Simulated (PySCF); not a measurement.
# C₂HF₄P: magnetic properties

Aim: compute the magnetic properties of C₂HF₄P (`[H]/P=C(/F)C(F)(F)F`).

Computed with PySCF 2.14.0 and routines of our own; the level stands in each step. Atoms count from 0.

## (1) The system as given

8 atoms, charge 0, multiplicity 1; geometry from: GFN2-xTB.

## (2) Magnetic properties: GIAO B3LYP/pcSseg-1

Job settings and geometry (Å):

```
{"job": {"kind": "mag", "xc": "B3LYP", "basis": "pcSseg-1", "isotopologues": 2}, "charge": 0, "multiplicity": 1}
F     -0.183897     1.965888    -0.125307
C      0.325535     0.718089    -0.113583
P      1.968882     0.496231    -0.357948
C     -0.745612    -0.305255     0.140474
F     -1.303806    -0.176397     1.351529
F     -0.244403    -1.549967     0.079202
F     -1.738732    -0.243538    -0.753608
H      1.931090    -0.895640    -0.245325
```

With the program's defaults for keys left out, this is: GIAO B3LYP/pcSseg-1 magnetisability, rotational g tensor and spin-rotation constants, non-relativistic, gas phase.

Command:

```sh
$ OMP_NUM_THREADS=1 python excited_run.py task.json out
```

One launch serves the whole session: the jobs run in the order shown.

The program printed:

```text
coarse grid: 8760 points
cycle   1  E = -817.2365505039  dE =  1.127e+00  |g| = 1.016e+00  |ddm| = 2.616e+00
cycle   2  E = -816.8988249153  dE =  3.377e-01  |g| = 1.788e+00  |ddm| = 1.356e+00
cycle   3  E = -817.3971914421  dE = -4.984e-01  |g| = 1.649e-01  |ddm| = 9.621e-01
cycle   4  E = -817.4006145809  dE = -3.423e-03  |g| = 1.233e-01  |ddm| = 2.649e-01
cycle   5  E = -817.4049708030  dE = -4.356e-03  |g| = 2.140e-02  |ddm| = 1.242e-01
cycle   6  E = -817.4050399887  dE = -6.919e-05  |g| = 7.303e-03  |ddm| = 1.707e-02
cycle   7  E = -817.4050478132  dE = -7.824e-06  |g| = 1.105e-03  |ddm| = 4.435e-03
final grid: 86136 points
cycle   8  E = -817.4657201431  dE = -2.324e-05  |g| = 6.116e-03  |ddm| = 1.418e-02
cycle   9  E = -817.4657088039  dE =  1.134e-05  |g| = 1.035e-02  |ddm| = 7.993e-03
cycle  10  E = -817.4657255867  dE = -1.678e-05  |g| = 9.386e-04  |ddm| = 5.484e-03
cycle  11  E = -817.4657258048  dE = -2.181e-07  |g| = 3.304e-04  |ddm| = 1.185e-03
cycle  12  E = -817.4657258341  dE = -2.930e-08  |g| = 1.194e-04  |ddm| = 3.571e-04
cycle  13  E = -817.4657258363  dE = -2.259e-09  |g| = 1.577e-05  |ddm| = 7.216e-05
cycle  14  E = -817.4657258364  dE = -4.457e-11  |g| = 2.770e-06  |ddm| = 1.326e-05
converged SCF energy = -817.4657258364

Magnetisability tensor (1e-30 J/T^2)
     -877.29        2.90      -20.37
        2.90     -815.75      -14.81
      -20.37      -14.81     -997.87
isotropic -896.97   principal values   -1002.29   -874.40   -814.21
isotropic susceptibility -54.017 1e-6 cm^3/mol

Inertial axes            a          b          c
rot. const./GHz      3.2251     1.7188     1.3927
chi total           -51.844    -49.847    -60.359
chi diamagnetic    -402.032   -683.501   -829.006
chi paramagnetic    350.189    633.654    768.647
quadrupole/D A       -1.239      0.787      0.453
g nuclear            0.4883     0.4865     0.4896
g electronic        -0.5306    -0.5117    -0.5029
g total             -0.0423    -0.0251    -0.0133

Spin-rotation constants (kHz, H = +C I.J)
atom  isotope        aa         bb         cc
  0    19F        7.006      3.161      0.378
  2    31P        5.971      5.101      1.465
  4    19F        4.417      2.421      1.450
  5    19F        5.149      1.614      1.909
  6    19F        4.301      2.354      1.424
  7     1H       -0.248      0.102     -0.159
  1    13C*       1.484      1.138      0.389
  3    13C*       1.075      0.508      0.421
* in the singly substituted isotopologue

Isotopologues: g along a, b, c
13C   at 1                 -0.0422    -0.0251    -0.0133
13C   at 3                 -0.0423    -0.0250    -0.0133
```

Run time: 19 s. Hardware: 1 thread of Arm Neoverse N1, shared host; peak memory 0.57 GiB.

From this job:

| quantity | value |
| --- | --- |
| magnetisability | -897·10⁻³⁰ J/T² |
| molar susceptibility | -54.0·10⁻⁶ cm³/mol |
| rotational g (a, b, c) | -0.0423, -0.0251, -0.0133 |

## (3) Magnetic properties: GIAO BP86/6-31++G**

Settings changed since step 2:

```diff
@@ -1,2 +1,2 @@
-{"job": {"kind": "mag", "xc": "B3LYP", "basis": "pcSseg-1", "isotopologues": 2}, "charge": 0, "multiplicity": 1}
+{"job": {"kind": "mag", "xc": "BP86", "basis": "6-31++G**"}, "charge": 0, "multiplicity": 1}
 F     -0.183897     1.965888    -0.125307
```

Level: GIAO BP86/6-31++G** magnetisability, rotational g tensor and spin-rotation constants, non-relativistic, gas phase.

The program printed:

```text
coarse grid: 8760 points
cycle   1  E = -817.4281966349  dE =  1.085e+00  |g| = 8.404e-01  |ddm| = 3.204e+00
cycle   2  E = -817.0187708625  dE =  4.094e-01  |g| = 1.795e+00  |ddm| = 1.901e+00
cycle   3  E = -817.5370404901  dE = -5.183e-01  |g| = 2.031e-01  |ddm| = 1.403e+00
cycle   4  E = -817.5417092658  dE = -4.669e-03  |g| = 1.575e-01  |ddm| = 4.982e-01
cycle   5  E = -817.5494963381  dE = -7.787e-03  |g| = 4.888e-02  |ddm| = 2.492e-01
cycle   6  E = -817.5499845597  dE = -4.882e-04  |g| = 1.077e-02  |ddm| = 5.134e-02
cycle   7  E = -817.5500038549  dE = -1.930e-05  |g| = 2.377e-03  |ddm| = 1.537e-02
cycle   8  E = -817.5500052207  dE = -1.366e-06  |g| = 6.478e-04  |ddm| = 3.939e-03
final grid: 86136 points
cycle   9  E = -817.5266657730  dE = -3.311e-05  |g| = 4.884e-03  |ddm| = 6.408e-02
cycle  10  E = -817.5266161927  dE =  4.958e-05  |g| = 1.379e-02  |ddm| = 1.967e-02
cycle  11  E = -817.5266695210  dE = -5.333e-05  |g| = 2.547e-03  |ddm| = 1.927e-02
cycle  12  E = -817.5266713394  dE = -1.818e-06  |g| = 3.814e-04  |ddm| = 3.558e-03
cycle  13  E = -817.5266713637  dE = -2.433e-08  |g| = 1.482e-04  |ddm| = 7.600e-04
cycle  14  E = -817.5266713676  dE = -3.901e-09  |g| = 3.280e-05  |ddm| = 1.311e-04
cycle  15  E = -817.5266713678  dE = -2.574e-10  |g| = 5.934e-06  |ddm| = 4.638e-05
converged SCF energy = -817.5266713678

Magnetisability tensor (1e-30 J/T^2)
     -862.36        5.70      -23.71
        5.70     -791.29      -17.15
      -23.71      -17.15    -1000.76
isotropic -884.80   principal values   -1005.91   -859.43   -789.07
isotropic susceptibility -53.284 1e-6 cm^3/mol

Inertial axes            a          b          c
rot. const./GHz      3.2251     1.7188     1.3927
chi total           -50.685    -48.590    -60.577
chi diamagnetic    -401.934   -683.589   -828.863
chi paramagnetic    351.249    634.999    768.286
quadrupole/D A       -1.320      1.023      0.297
g nuclear            0.4883     0.4865     0.4896
g electronic        -0.5322    -0.5127    -0.5027
g total             -0.0439    -0.0262    -0.0131

Spin-rotation constants (kHz, H = +C I.J)
atom  isotope        aa         bb         cc
  0    19F        6.796      3.274      0.479
  2    31P        5.344      4.479      1.347
  4    19F        4.291      2.400      1.475
  5    19F        5.050      1.744      1.857
  6    19F        4.186      2.330      1.449
  7     1H       -0.253      0.107     -0.158
  1    13C*       1.324      0.996      0.355
  3    13C*       1.007      0.464      0.387
* in the singly substituted isotopologue
```

Run time: 29 s. Hardware: 1 thread of Arm Neoverse N1, shared host; peak memory 0.47 GiB.

Key values:

| quantity | value |
| --- | --- |
| magnetisability | -885·10⁻³⁰ J/T² |
| molar susceptibility | -53.3·10⁻⁶ cm³/mol |
| rotational g (a, b, c) | -0.0439, -0.0262, -0.0131 |

## (4) Magnetic properties side by side

| level | ξ (10⁻³⁰ J/T²) | g(a) | g(b) | gap (eV) | functions | time |
| --- | --- | --- | --- | --- | --- | --- |
| GIAO B3LYP/pcSseg-1 | -897 | -0.0423 | -0.0251 | 5.22 | 131 | 19 s |
| GIAO BP86/6-31++G** | -885 | -0.0439 | -0.0262 | 3.67 | 136 | 29 s |

## (5) Results

| quantity | value |
| --- | --- |
| magnetisability (step 2, GIAO B3LYP/pcSseg-1) | -897·10⁻³⁰ J/T² |
| molar susceptibility (step 2, GIAO B3LYP/pcSseg-1) | -54.0·10⁻⁶ cm³/mol |
| rotational g (a, b, c) (step 2, GIAO B3LYP/pcSseg-1) | -0.0423, -0.0251, -0.0133 |
| magnetisability over the levels | -897 to -885·10⁻³⁰ J/T² |

In words: The magnetisability spreads by 1.4 % over 2 levels, from GIAO B3LYP/pcSseg-1 (19 s) to GIAO BP86/6-31++G** (29 s); the runs took 19 s to 29 s. Two levels can agree by chance, so this spread shows no convergence. Vibrational averaging and real surroundings are missing from these values.
